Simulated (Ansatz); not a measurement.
This script drives the Python package of Ansatz (0.2.0).

The script, `orders_vos.py`:
```python
import warnings

import ansatz as az
import numpy as np


def count_gap(report):
    # lowest empty less highest filled band, counting bands; zero where they overlap
    return max(report.get("gap_by_band_count_ev") or 0.0, 0.0)

CELL = [
    (2.763412, 0.0, 0.0),
    (-2.763412, 4.78637, 0.0),
    (0.0, 0.0, 4.258021),
]
ATOMS = [
    ("V", (2 / 3, 1 / 6, 0.0)),
    ("Os", (0.0, 0.0, 0.5)),
    ("V", (2 / 3, 2 / 3, 0.0)),
    ("Os", (0.0, 0.5, 0.5)),
]


def build(moments):
    crystal = az.Crystal(lattice=az.Lattice.of(CELL))
    for (symbol, position), moment in zip(ATOMS, moments):
        crystal = crystal.atom(symbol, position, moment=moment or None)
    return crystal


def main() -> None:
    warnings.simplefilter("ignore", az.DeckWarning)

    orders = {
        "FM": [1.5, 0, 1.5, 0],
        "AFM": [1.5, 0, -1.5, 0],
    }

    rows = []
    for label, moments in orders.items():
        job = (
            build(moments).calculation()
            .functional("lda")
            .occupations("gaussian", width=0.1)
            .kpoints(spacing=0.22)
            .basis(450)
            .spin("collinear")
            .band_table()
        )
        report = job.run(threads=1).report
        rows.append((label, report["free_energy_ev"], report["magnetization_mub"], report["absolute_magnetization_mub"], max(abs(m) for m in report["site_moments_mub"]), count_gap(report)))
        print(label, "site moments:", [round(m, 2) for m in report["site_moments_mub"]])

    lowest = min(row[1] for row in rows)
    rows = [(row[0], 1000 * (row[1] - lowest) / 2, *row[2:]) for row in sorted(rows, key=lambda row: row[1])]
    print("         order  meV/magnetic atom         net muB    absolute muB  largest site muB  gap by band count eV")
    for row in rows:
        print(f"{str(row[0]):>14s}  {row[1]:17.2f}  {row[2]:14.3f}  {row[3]:14.3f}  {row[4]:16.3f}  {row[5]:20.3f}")
    print("lowest of these starts:", rows[0][0])


if __name__ == "__main__":
    main()
```

It is started by `python orders_vos.py`. How long does it take on 1 thread of Arm Neoverse V2, on a shared host, and how much memory does it need?

It took about 4.4 min, with a peak of 0.72 GiB, for 2 runs of the engine.

`python orders_vos.py` gives:
```text
FM site moments: [0.16, 0.0, 0.16, 0.0]
RunWarning: the starting moments were not kept: the SCF closed with an absolute magnetisation of 9.8e-6 μB, where they sum to 3 μB in size (2 sites). That is at most 0.1 of that sum. Measured as [...]
AFM site moments: [0.0, -0.0, -0.0, 0.0]
         order  meV/magnetic atom         net muB    absolute muB  largest site muB  gap by band count eV
            FM               0.00           0.394           0.405             0.156                 0.000
           AFM               0.02           0.000           0.000             0.000                 0.000
lowest of these starts: FM
```
(Warnings from the package without file and line, shortened.)

In order of energy: ferromagnetic (+0.0 meV an atom, largest site moment 0.16 μB) and non-magnetic (+0.0 meV an atom, largest site moment 0.00 μB). These are the states reached from the starts typed.

Caveats:
- The SCF didn't keep the moments it started from (some shrank, vanished or turned); what is printed is the state reached.
- A gap by band count of zero or less means overlapping bands, a metal.
- This cell is a computed structure, which may not be the phase found in nature.
- Gaps and levels are Kohn-Sham values on a finite set of k-points, without spin-orbit coupling.
- Each row is the state reached from that start at the given structure, not necessarily the lowest of its order; other orders weren't tried.
- The script silences the warnings on its input, which a real study should read.
